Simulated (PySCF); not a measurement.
# RuO: from the state search to spectroscopic constants

An exercise on one series of results from a longer session: the logs are not shown, and one member is left open.

Method: Ru def2-TZVPPD with ECP28, O def2-TZVPPD, scalar-relativistic core potentials; program: PySCF 2.14.0.

The first run:

The job is set up so:

```yaml
atoms: Ru, O
charge: 0
basis: Ru def2-TZVPPD with ECP28, O def2-TZVPPD
Hamiltonian: scalar-relativistic core potentials
basis_functions: 96
electrons_treated: 24
masses_in_u: 101.9043, 15.9949
levels: PBE0, PBE, r²SCAN, M06, BP86, M06-2X, r²SCAN0, LDA, ωB97X, HF, MP2, SCS-MP2, CCSD, CCSD(T)
grid: 80 radial by 434 angular points
occupations: held fixed by the projection of orbital angular momentum
dissociation_limit: Ru + O, each in its ground configuration
starting_distance_in_angstrom: 1.795
values_of_2S_to_try: 0, 2, 4, 6, 8
```

The run is started by

```bash
$ OMP_NUM_THREADS=2 python dia.py task.json out
```

Among the steps run: The job; PBE0 along the bond; Excited determinants; PBE (GGA); r²SCAN; M06 (hybrid meta-GGA); BP86; M06-2X (hybrid meta-GGA); r²SCAN0; LDA (local density); ωB97X; ROHF; Adding correlation.

One table of the session follows, with a row left open; its other results are not shown here.

It belongs to the step «Constants by level of theory». 

```
    level  Re (Å)  ωe (cm⁻¹)  De (eV)  μ (D)
     ROHF   1.672        927     0.60  -5.41
ROHF-CCSD   1.694        920     4.22    n/a
      LDA   1.688        936      n/a  -3.21
      PBE   1.709        890     5.85  -3.31
     BP86   1.711        889     5.81  -3.30
   r²SCAN       ?          ?        ?      ?
     PBE0   1.688        933     4.79  -3.79
  r²SCAN0   1.679        959     4.49  -3.79
      M06   1.709        883     4.63  -4.18
   M06-2X   1.689        923     4.36  -4.15
    ωB97X   1.696        908     4.92  -4.37
```

Q: Estimate the row for r²SCAN from the others.

As computed: Re (Å): 1.693; ωe (cm⁻¹): 932; De (eV): 5.43; μ (D): -3.37. In the column «Re (Å)» it lies between M06-2X (1.689) and ROHF-CCSD (1.694).

De is counted to Ru + O in their ground configurations.
